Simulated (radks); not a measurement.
# Te²⁺ in [Kr] 4d10 5s1.75 5p2 6p0.25: an all-electron calculation

What are the levels of the tellurium ion Te2+, how large are its shells, and how does its energy divide?

Method: scalar-relativistic Kohn-Sham, LDA (Slater exchange, Perdew-Wang correlation), spin-unpolarised, spherical densities, point nucleus. Code: radks (a radial shooting solver on a logarithmic mesh, Libxc functionals) version 1.

### 1 The atom as given

- element: tellurium (Z = 52)
- charge: +2
- electrons: 50
- configuration: [Kr] 4d10 5s1.75 5p2 6p0.25

### 2 The run

The run's settings:

```text
Z 52
configuration [Kr] 4d10 5s1.75 5p2 6p0.25 6s0 5d0
relativity scalar-relativistic
functional lda,pw
spin unpolarised
nucleus point
c 137.035999084
```

Started as:

```sh
python run_ks.py task.json out
```

This one command runs every case of the session in turn.

What does the calculation give?

The runs gave:

| quantity | value |
| --- | --- |
| total energy | -6787.58277 hartree |
| exchange-correlation share of it | 2.49 % |
| −T/E | 1.0475 |
| highest occupied level | 6p, -8.622 eV |
| most extended occupied level | 6p, <r> = 5.39 bohr |
| radius at density 0.001 e/bohr³ | 3.98 bohr |
| maxima of the radial density | 4 |

**Reading.** 6 principal shells are occupied and 4 maxima appear in the radial density; where shells overlap, one shows as a shoulder or not at all. −T/E is 1.048: with relativity the kinetic term as defined here no longer equals −E. This is not the tabulated ground configuration, so its levels and sizes aren't those of the ground state, and no measured value stands beside it.
